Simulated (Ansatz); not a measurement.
# C2H6GaS: the cost of one run

Program: Ansatz 0.2.0, Gaussian basis. Level of theory: the settings change from run to run. These are calculated values, not measurements.

**1. The molecule**

An earlier PBE0-D4 in a triple-zeta def2 set relaxation fixed the geometry.

SMILES `C[S][Ga][CH3]`, 10 atoms, charge 0, spin multiplicity 2.

Atoms are counted from 1 here; the program's logs count them from 0.

Bond lengths: C1–S2 1.822 Å, C1–H5 1.089 Å, C1–H6 1.089 Å, C1–H7 1.090 Å, S2–Ga3 2.226 Å, Ga3–C4 1.997 Å, C4–H8 1.089 Å, C4–H9 1.093 Å, C4–H10 1.093 Å. Angles: S2–C1–H5 111.5°, S2–C1–H6 111.5°, S2–C1–H7 106.9°, H5–C1–H6 109.7°, H5–C1–H7 108.6°, H6–C1–H7 108.6°, C1–S2–Ga3 102.6°, S2–Ga3–C4 118.0°, Ga3–C4–H8 111.7°, Ga3–C4–H9 108.7°, Ga3–C4–H10 108.8°, H8–C4–H9 109.4°, H8–C4–H10 109.4°, H9–C4–H10 108.8°.

**2. r2SCAN0/aug-cc-pVDZ**

Set apart from the defaults: atoms shaken by 0.15 Å, density fitting with def2-universal-jkfit, a point charge of -1.00 e beside it.

in.yaml reads:

```yaml
crystal:
  periodic: [false, false, false]
  atoms:
    - {symbol: C, position_ang: [-0.393477, 1.495633, -0.823429]}
    - {symbol: S, position_ang: [0.856536, 1.883963, -0.086533]}
    - {symbol: Ga, position_ang: [1.692319, -0.051828, 1.083761]}
    - {symbol: C, position_ang: [0.537994, -1.729027, 0.579406]}
    - {symbol: H, position_ang: [-0.612678, 0.569904, -1.560736]}
    - {symbol: H, position_ang: [-1.532968, 0.972776, 0.048909]}
    - {symbol: H, position_ang: [-0.651322, 2.286076, -1.640588]}
    - {symbol: H, position_ang: [1.024786, -2.444449, 1.372929]}
    - {symbol: H, position_ang: [-0.478246, -1.188347, 1.038265]}
    - {symbol: H, position_ang: [0.087023, -1.984011, -0.249655]}
basis:
  gaussian: {orbitals: aug-cc-pVDZ, fitting: {mean_field: def2-universal-jkfit}, point_charges: [{charge: -1.00, position_ang: [5.505, 0.421, -0.965]}]}
magnetization: {spin_polarized: true, initial_magnetization: 1}
hamiltonian: {xc: {name: r2SCAN0}}
```

Launch:

```bash
ansatz run in.yaml --threads 2 --pin off --events-out ev --progress --plain --max-ram 32768MiB --backend cpu
```

What time and memory should one allow on 2 threads of AMD EPYC 7R13, shared host?

About 12 s, with a peak of 0.55 GiB.
